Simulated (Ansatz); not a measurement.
# LaSi3Ir (I4mm): equation of state with a fit from a Python script

Where is the equilibrium volume of LaSi3Ir (I4mm), and how stiff is it? Aim: an equation of state with a fit, for LaSi3Ir (I4mm), run from a script.

Computed with Ansatz 0.2.0 through its Python package. Level of theory: DFT PBEsol, plane waves, PAW.

## Step 1: Starting point

Symmetry: I4mm, No. 107, tetragonal system. The conventional cell has a = 4.278 Å, b = 4.278 Å, c = 9.830 Å, α = 90.00°, β = 90.00°, γ = 90.00°. La (site symmetry 4mm) has 12 Si at 3.15 to 3.34 Å and 5 Ir at 3.39 Å as nearest neighbours. Si (site symmetry 2mm) has 2 Ir at 2.38 Å and 2 Si at 2.60 Å and 4 La at 3.17 to 3.34 Å as nearest neighbours. Si (site symmetry 4mm) is surrounded by 1 Ir at 2.40 Å and 4 Si at 2.60 Å and 4 La at 3.15 Å. Around Ir (site symmetry 4mm) lie 5 Si at 2.38 to 2.40 Å.

No structure file is read: the coordinates are typed or built in the script.

## Step 2: Script

lasi3ir_eos.py reads:

```python
import warnings

import ansatz
import numpy as np
from pymatgen.analysis.eos import EOS

vectors0 = np.array([
    [-2.139, 2.139, 4.915],
    [2.139, -2.139, 4.915],
    [2.139, 2.139, -4.915],
])
sites = [
    ('La', (0.0, 0.0, 0.0)),
    ('Si', (0.7615, 0.2615, 0.5)),
    ('Si', (0.2615, 0.7615, 0.5)),
    ('Si', (0.4112, 0.4112, 0.0)),
    ('Ir', (0.6553, 0.6553, 0.0)),
]


def build(cell):
    crystal = ansatz.Crystal(lattice=ansatz.Lattice.of(cell))
    for symbol, position in sites:
        crystal = crystal.atom(symbol, position)
    return crystal

warnings.simplefilter('ignore', ansatz.DeckWarning)

volumes, energies, pressures = [], [], []
for scale in np.linspace(0.95, 1.07, 5):
    cell = vectors0 * scale ** (1 / 3)
    setup = (
        build(cell).calculation()
        .functional('pbesol')
        .pseudopotentials('paw')
        .occupations('fermi_dirac', width=0.05)
        .basis(500)
        .kpoints(9, 9, 9)
        .stress()
    )
    r = setup.run().report
    volumes.append(abs(np.linalg.det(cell)) / len(sites))
    energies.append(r['free_energy_ev'] / len(sites))
    pressures.append(np.trace(r['stress_gpa']) / 3)
    print(f'V = {volumes[-1]:8.4f} A^3/atom  F = {energies[-1]:.5f} eV/atom  P = {pressures[-1]:8.3f} GPa')

for form in ['birch_murnaghan', 'murnaghan']:
    fit = EOS(eos_name=form).fit(volumes, energies)
    print(f'{form:18s} V0 {fit.v0:8.4f} A^3/atom  B0 {fit.b0_GPa:7.1f} GPa  B1 {fit.b1:5.2f}')
```

## Step 3: Running it

Launch:

```sh
> python lasi3ir_eos.py
```

The program printed:

```text
V =  17.0907 A^3/atom  F = -3965.86036 eV/atom  P =    6.332 GPa
V =  17.6304 A^3/atom  F = -3965.87302 eV/atom  P =    1.320 GPa
V =  18.1701 A^3/atom  F = -3965.87011 eV/atom  P =   -2.932 GPa
V =  18.7098 A^3/atom  F = -3965.85399 eV/atom  P =   -6.537 GPa
V =  19.2495 A^3/atom  F = -3965.82668 eV/atom  P =   -9.589 GPa
birch_murnaghan    V0  17.7885 A^3/atom  B0   144.8 GPa  B1  4.46
murnaghan          V0  17.7880 A^3/atom  B0   144.7 GPa  B1  4.55
```

Run time: 96 s. Hardware: 1 thread of Arm Neoverse V2, shared host; peak memory 0.65 GiB.

Lines on the test bed's own set-up are left out of the output.

## Step 4: What each run gave

From the records of these 5 runs:

```tsv
run	volume (Å³/atom)	energy from run 2 (meV/atom)	pressure (GPa)	SCF cycles	CPU time (s)
1	17.091	12.66	6.33	7	18
2	17.630	0.00	1.32	7	18
3	18.170	2.91	-2.93	7	19
4	18.710	19.03	-6.54	7	19
5	19.249	46.33	-9.59	7	20
```

Energies are free energies F = E - TS of the smeared occupations. 

## Step 5: Summary of results

```
                      quantity           value
                 runs compared               5
               range of energy  46.33 meV/atom
lowest point, volume (Å³/atom)          17.630
      equilibrium volume (fit)   17.79 Å³/atom
            bulk modulus (fit)         145 GPa
```

A third-order Birch-Murnaghan fit through the 5 points has its minimum at 17.79 Å³ an atom, 1.1 % below the typed cell, with a bulk modulus of 145 GPa and dB/dP = 4.5. From that minimum the energy rises by 13.3 meV an atom on the compressed side and 47.0 meV on the expanded side. Caveats:
- Shape and fractional positions are held along the curve, so the bulk modulus is an upper value where they are free to relax.
- Pressure is positive in compression.
- Spin-orbit coupling, which matters for elements this heavy, is left out.
